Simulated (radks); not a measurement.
# Li⁺ inside a hard spherical wall

An exercise on one series of results from a longer session: the logs are not shown, and one member is left open.

The numbers are computed with radks (a radial shooting solver on a logarithmic mesh, Libxc functionals) version 1 (scalar-relativistic Kohn-Sham, PBEsol, spin-polarised, spherical densities, point nucleus), except any that are marked as measured or tabulated.

**The atom as given**

- element: lithium (Z = 3)
- charge: +1
- electrons: 2
- configuration: [He]

Outer shells as boxes (Hund's rule):

Li⁺
```
1s [↑↓]
```

The first run:

Settings of this run:

```text
Z 3
configuration [He] 2s0 2p0
relativity scalar-relativistic
functional pbe_sol,pbe_sol
spin polarised
nucleus point
c 137.035999084
```

Among the steps run: The free atom; Wall at 15 bohr; Wall at 12 bohr; Wall at 10 bohr; Wall at 7 bohr; Wall at 6 bohr; Wall at 5 bohr; Wall at 4 bohr; Wall at 2.5 bohr; Wall at 2 bohr.

One table of the session follows, with a row left open; its other results are not shown here.

```
R (bohr)  E − E(free) (eV)  ε(1s) (eV)
    free             0.000     -59.844
      15             0.000     -59.844
      12             0.000     -59.844
      10             0.000     -59.844
       7             0.000     -59.844
       6             0.000     -59.844
       5             0.000     -59.844
       4             0.001     -59.842
     2.5                 ?           ?
       2             1.316     -57.994
```

**Question.** Estimate the row for R (bohr) = 2.5.

Worked estimate for «E − E(free) (eV)». A straight line through the neighbours (4, 0.001) and (2, 1.316) gives 0.001 + (1.316 − 0.001) × (2.5 − 4) / (2 − 4) = 0.987; a parabola fitted to 3 rows on both sides gives 0.823.

**Answer.** E − E(free) (eV): 0.207; ε(1s) (eV): -59.461. In «E − E(free) (eV)» the line misses by +0.780 and the parabola by +0.616. Between these rows the values bend or scatter more than so simple an estimate can follow.

Shells are not refilled when levels cross, and a hard wall is a model, not a crystal.
